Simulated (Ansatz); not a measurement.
# C₅H₁₁NO: a ladder of functionals and wavefunction methods

One table from this session's results is given with a row withheld; the runs are named, their logs left out.

The runs use Ansatz 0.2.0, Gaussian basis; functionals in def2-TZVPP, the program's frozen cores in correlated methods.

Plan: LDA (SPW92), PBE-D4, revPBE-D4, BLYP-D4, r2SCAN-D4, B97M-V, PBE0-D4, B3LYP-D4, r2SCANh-D4, r2SCAN0-D4, HSE06-D4, BHLYP-D4, CAM-B3LYP-D4, LC-ωPBE, ωB97X-V, ωB97M-V, B2PLYP, PBE-QIDH; CCSD(T)/def2-SVP; CCSD(T)/def2-TZVPP; MP2/def2-QZVPP; extrapolation to the limit; RPA on PBE.

### The geometry

An earlier PBE0-D4 in a triple-zeta def2 set relaxation fixed the geometry.

SMILES `CC(C)(C)C(N)=O`, 18 atoms, charge 0, spin multiplicity 1.

Atoms are counted from 1 here; the program's logs count them from 0.

Bond lengths: C1–C2 1.530 Å, C1–H8 1.093 Å, C1–H9 1.092 Å, C1–H10 1.093 Å, C2–C3 1.522 Å, C2–C4 1.530 Å, C2–C5 1.534 Å, C3–H11 1.090 Å, C3–H12 1.093 Å, C3–H13 1.091 Å, C4–H14 1.092 Å, C4–H15 1.093 Å, C4–H16 1.093 Å, C5–N6 1.357 Å, C5–O7 1.213 Å, N6–H17 1.002 Å, N6–H18 1.005 Å. Angles: C2–C1–H8 109.7°, C2–C1–H9 111.1°, C2–C1–H10 112.5°, H8–C1–H9 108.0°, H8–C1–H10 107.4°, H9–C1–H10 107.9°, C1–C2–C3 109.5°, C1–C2–C4 110.0°, C1–C2–C5 109.8°, C3–C2–C4 109.5°, C3–C2–C5 108.5°, C4–C2–C5 109.5°, C2–C3–H11 111.1°, C2–C3–H12 109.7°, C2–C3–H13 111.1°, H11–C3–H12 108.8°, H11–C3–H13 107.4°, H12–C3–H13 108.7° and more.

Set-up of the first run:

in.yaml reads:

```yaml
crystal:
  periodic: [false, false, false]
  atoms:
    - {symbol: C, position_ang: [0.917964, 0.700118, 0.996812]}
    - {symbol: C, position_ang: [0.192145, -0.181199, -0.022098]}
    - {symbol: C, position_ang: [1.208177, -1.019886, -0.784250]}
    - {symbol: C, position_ang: [-0.797412, -1.102965, 0.694443]}
    - {symbol: C, position_ang: [-0.562380, 0.700114, -1.026397]}
    - {symbol: N, position_ang: [-1.501028, 1.525791, -0.497778]}
    - {symbol: O, position_ang: [-0.348348, 0.671711, -2.220112]}
    - {symbol: H, position_ang: [1.508534, 0.074259, 1.670898]}
    - {symbol: H, position_ang: [1.597604, 1.396895, 0.500850]}
    - {symbol: H, position_ang: [0.228195, 1.283253, 1.612150]}
    - {symbol: H, position_ang: [0.718505, -1.650716, -1.526824]}
    - {symbol: H, position_ang: [1.755893, -1.658644, -0.086628]}
    - {symbol: H, position_ang: [1.921591, -0.387487, -1.313919]}
    - {symbol: H, position_ang: [-1.353669, -1.713681, -0.020386]}
    - {symbol: H, position_ang: [-0.255949, -1.775964, 1.364383]}
    - {symbol: H, position_ang: [-1.520502, -0.549401, 1.298594]}
    - {symbol: H, position_ang: [-1.692682, 1.569699, 0.484584]}
    - {symbol: H, position_ang: [-2.016639, 2.118093, -1.124302]}
basis:
  gaussian: {orbitals: def2-TZVPP}
hamiltonian: {xc: lda}
output: {orbitals: {seedname: orbitals}}
```

Launch:

```sh
ansatz run in.yaml --threads 2 --pin off --events-out ev --progress --plain --max-ram 32768MiB --backend cuda --devices 0, --max-vram 18GiB
```

Among the steps run: LDA; PBE-D4 (GGA); revPBE-D4 (GGA); BLYP-D4 (GGA); r2SCAN-D4 (meta-GGA); B97M-V (meta-GGA); PBE0-D4 (hybrid); B3LYP-D4 (hybrid); r2SCANh-D4 (hybrid); r2SCAN0-D4 (hybrid); HSE06-D4 (hybrid); BHLYP-D4 (hybrid); CAM-B3LYP-D4 (range-separated); LC-ωPBE (range-separated); ωB97X-V (range-separated); ωB97M-V (range-separated); B2PLYP (double hybrid); PBE-QIDH (double hybrid).

One of the session's tables, all rows but one given; the rest of the session is left out.

It belongs to the step «Frontier levels by functional». 

```
  functional  HOMO (eV)  LUMO (eV)  gap (eV)
 LDA (SPW92)      -5.73      -0.55      5.18
      PBE-D4      -5.54      -0.28      5.27
   revPBE-D4      -5.47      -0.17      5.29
     BLYP-D4      -5.46      -0.17      5.29
   r2SCAN-D4      -5.84       0.00      5.84
      B97M-V      -6.02      -0.03      5.99
     PBE0-D4      -7.15       0.67      7.81
    B3LYP-D4      -6.91       0.33      7.24
  r2SCANh-D4      -6.45       0.41      6.86
  r2SCAN0-D4          ?          ?         ?
    HSE06-D4      -6.74       0.30      7.04
    BHLYP-D4      -8.72       1.28     10.00
CAM-B3LYP-D4      -8.63       1.43     10.06
     LC-ωPBE      -9.92       2.76     12.68
     ωB97X-V      -9.62       2.52     12.14
     ωB97M-V      -9.58       2.10     11.68
```

**Question.** Estimate the row for r2SCAN0-D4.

Worked estimate for «HOMO (eV)». Against the share of exact exchange, r2SCAN-D4 (0, -5.84), r2SCANh-D4 (0.1, -6.45) give a slope of -6.10 per unit share; at 0.25 the line stands at -7.36.

The run gave: HOMO (eV): -7.37; LUMO (eV): 1.03; gap (eV): 8.40. In «HOMO (eV)» the line misses by +0.01.
